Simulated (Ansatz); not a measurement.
The system is TcSe2.

```
Tc Se
1.0
     0.00000    3.14575    3.14575
     3.14575    0.00000    3.14575
     3.14575    3.14575    0.00000
Tc Se
1 2
Direct
  0.00000 0.00000 0.00000
  0.25000 0.25000 0.25000
  0.75000 0.75000 0.75000
```

The cell comes from a database or a generator and needn't be the stable form of this composition.

Base run:

```yaml
Program: Ansatz 0.2.0
Functional: PBE
Potentials_or_basis: Ansatz PAW earlier set
Cutoff: "500 eV (not typed: the program's choice for these potentials)"
k_mesh: 5 × 5 × 5
Occupations: gaussian, width 0.05 eV
Spin: collinear spin, ferromagnetic start
Starting_moments: "[0.5, 0.0, 0.0] μB"
Hubbard_terms: Tc d U = 8 eV
```

Its results: band gap on the k mesh none (metal or under the smearing width); pressure 17.7 GPa.

Problem. After a change of settings the same cell gave: band gap on the k mesh none (metal or under the smearing width); pressure -8.1 GPa. Which change was it?
A. spin from collinear spin, ferromagnetic start to collinear spin, program default start; moments at the start from [0.5, 0.0, 0.0] to [0]
B. spin from collinear spin, ferromagnetic start to no spin polarisation; hubbard terms from Tc d U = 8 eV to Tc d U = 4 eV
C. functional from PBE to PBEsol; hubbard terms from Tc d U = 8 eV to Tc d U = 3 eV

Solution. B.

Caveats: the magnetic or orbital state may not be the lowest (some runs); U without spin polarisation on a metal has little footing (some runs).
